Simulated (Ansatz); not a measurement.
# BCl3: the cost of one run

Method: RKS PBE0-D4/6-31G, in Ansatz 0.2.0.

**1. Starting point**

Bond lengths: B1–Cl2 1.860 Å, B1–Cl3 1.860 Å, B1–Cl4 1.860 Å. Angles: Cl2–B1–Cl3 120.0°, Cl2–B1–Cl4 120.0°, Cl3–B1–Cl4 120.0°.

Coordinates:

```xyz
4

B     0.0000    0.0000    0.0000
Cl    0.0000    0.0000    1.8600
Cl    1.6108    0.0000   -0.9300
Cl   -1.6108    0.0000   -0.9300
```

**2. Preparing the start**

Input file input.yaml:

```yaml
crystal:
  periodic: [false, false, false]
  atoms:
    - { symbol: B, position_ang: [0.0, 0.0, 0.0] }
    - { symbol: Cl, position_ang: [0.0, 0.0, 1.86] }
    - { symbol: Cl, position_ang: [1.6108, 0.0, -0.93] }
    - { symbol: Cl, position_ang: [-1.6108, 0.0, -0.93] }
basis:
  gaussian: { orbitals: "6-31G" }
hamiltonian:
  xc: pbe0
  dispersion: d4
relax:
  f_tol: 0.02
  max_steps: 40
```

Started as:

```console
$ ansatz run input.yaml --threads 1 --pin off --max-ram 2048MiB --backend cpu --events-out ev --progress --plain --runs-dir out
```

What time and memory should one allow on 1 thread of Arm Neoverse V2, shared host?

About 7.1 s, with a peak of 0.1 GiB.
